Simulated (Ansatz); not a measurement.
# PtSe2: the cost of one run

Method: DFT LDA+U (U_eff = 1 eV on Pt d), plane waves, PAW, no spin–orbit coupling unless a run says so, in Ansatz 0.2.0.

The COD entry's cell or inner coordinates are ideal or old and differ from later refinements, so a difference from it is no clean test against experiment.

1 further run of the same task is left out (it didn't finish).

**1. The starting structure**

It takes space group P-3m1 (No. 164, trigonal). Conventional cell: a = 3.724 Å, b = 3.724 Å, c = 5.062 Å, α = 90.00°, β = 90.00°, γ = 120.00°. Around Pt (site symmetry -3m) lie 6 Se at 2.49 Å. Se (site symmetry 3m) is surrounded by 3 Pt at 2.49 Å.

Coordinates:

```cif
data_structure
_symmetry_space_group_name_H-M 'P-3m1'
_symmetry_Int_Tables_number 164
_cell_length_a 3.7240
_cell_length_b 3.7240
_cell_length_c 5.0620
_cell_angle_alpha 90.000
_cell_angle_beta 90.000
_cell_angle_gamma 120.000
_cell_volume 60.80
loop_
_atom_site_label
_atom_site_type_symbol
_atom_site_symmetry_multiplicity
_atom_site_Wyckoff_symbol
_atom_site_fract_x
_atom_site_fract_y
_atom_site_fract_z
_atom_site_occupancy
Pt1 Pt 1 a 0.00000 0.00000 0.00000 1
Se1 Se 2 d 0.33333 0.66667 0.25000 1
```

An earlier series on this cell reached its lowest free state from «ferromagnetic start, free, natural orbitals of the symmetric run filled by rank», perhaps among other starts (it ended without moments).

**2. Ferrimagnetic site moments held at first, then free**

input.yaml

```yaml
crystal:
  lattice:
    - [3.72400029, 0.0, 0.0]
    - [-1.86200015, 3.22507886, 0.0]
    - [0.0, 0.0, 10.12399916]
  atoms:
    - { symbol: Pt, position: [0.0, 0.0, 0.0], spin: 4.0 }
    - { symbol: Se, position: [0.3333333333, 0.6666666667, 0.125] }
    - { symbol: Se, position: [0.6666666667, 0.3333333333, 0.375] }
    - { symbol: Pt, position: [0.0, 0.0, 0.5], spin: -1.6 }
    - { symbol: Se, position: [0.3333333333, 0.6666666667, 0.625] }
    - { symbol: Se, position: [0.6666666667, 0.3333333333, 0.875] }
basis:
  ecutwfc: 420
  ecutrho_ratio: 4
kpoints:
  mp_grid: { grid: [6, 6, 2] }
hamiltonian:
  xc: lda
  hubbard:
    sites: [{ site: 0, l: d, u_eff: 1.0 }, { site: 3, l: d, u_eff: 1.0 }]
scf:
  occupations: { method: gaussian, width: 0.05 }
  lower_state_search: "off"
  max_iter: 150
output:
  forces: true
  stress: true
  eigenvalues: true
  populations: true
  hubbard: { sites: [{ site: 0, l: d }, { site: 3, l: d }] }
magnetization:
  spin_polarized: true
  spin_locking: { lock_spins: true, n_iters: 12 }
```

The lock is temporary (n_iters 12) and is released on the way.

On the command line:

```bash
> ansatz run input.yaml --threads 4 --pin off --max-ram 6144MiB --backend cpu --events-out ev --progress --plain --runs-dir out
```

Q: Estimate wall time and peak memory on 4 threads of Intel Xeon at 2.50GHz (Skylake/Cascade Lake), shared host.

About 45 s, with a peak of 0.65 GiB.
